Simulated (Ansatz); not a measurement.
# ScN (triplet): wave-function methods side by side, def2-TZVPP

The task here is to estimate one member of a computed series from the others.

The runs use Ansatz 0.2.0, Gaussian basis; def2-TZVPP, core rule «outside noble gas», up to 10 orbitals frozen.

The runs, in order: UHF; ROHF; CCSD(T) on UHF.

2 further runs of the same task are left out: 2 set aside as unsound or not needed.

### What is computed

The geometry is a PBE0/def2-TZVP stationary point (not a proven minimum) of the parent state, kept for this charge and spin.

2 atoms, charge 0, spin multiplicity 3.

Atoms are counted from 1 here; the program's logs count them from 0.

Bond lengths: Sc1–N2 1.636 Å.

The first run:

File in.yaml:

```yaml
crystal:
  periodic: [false, false, false]
  atoms:
    - {symbol: Sc, position_ang: [0.000000, 0.000000, 0.000000]}
    - {symbol: N, position_ang: [0.000000, 0.000000, 1.635800]}
basis:
  gaussian: {orbitals: def2-TZVPP}
magnetization: {spin_polarized: true, initial_magnetization: 2}
hamiltonian: {xc: hf}
output: {orbitals: {seedname: orbitals}}
```

Run with:

```console
$ ansatz run in.yaml --threads 1 --pin off --events-out ev --progress --plain --max-ram 4096MiB --backend cpu
```

Steps of the session up to this table: UHF; ROHF; CCSD(T) on UHF.

One of the session's tables, all rows but one given; the rest of the session is left out.

It belongs to the step «Misses and costs». 

```
  method  from UCCSD(T) (kJ/mol)
    ROHF                  +694.9
     UHF                  +676.0
    UMP2                   +52.4
   UCCSD                       ?
UCCSD(T)                       0
```

Q: Estimate the row for UCCSD from the others.

**Answer.** from UCCSD(T) (kJ/mol): +46.9. In the column «from UCCSD(T) (kJ/mol)» it lies between UCCSD(T) (0) and UMP2 (+52.4).
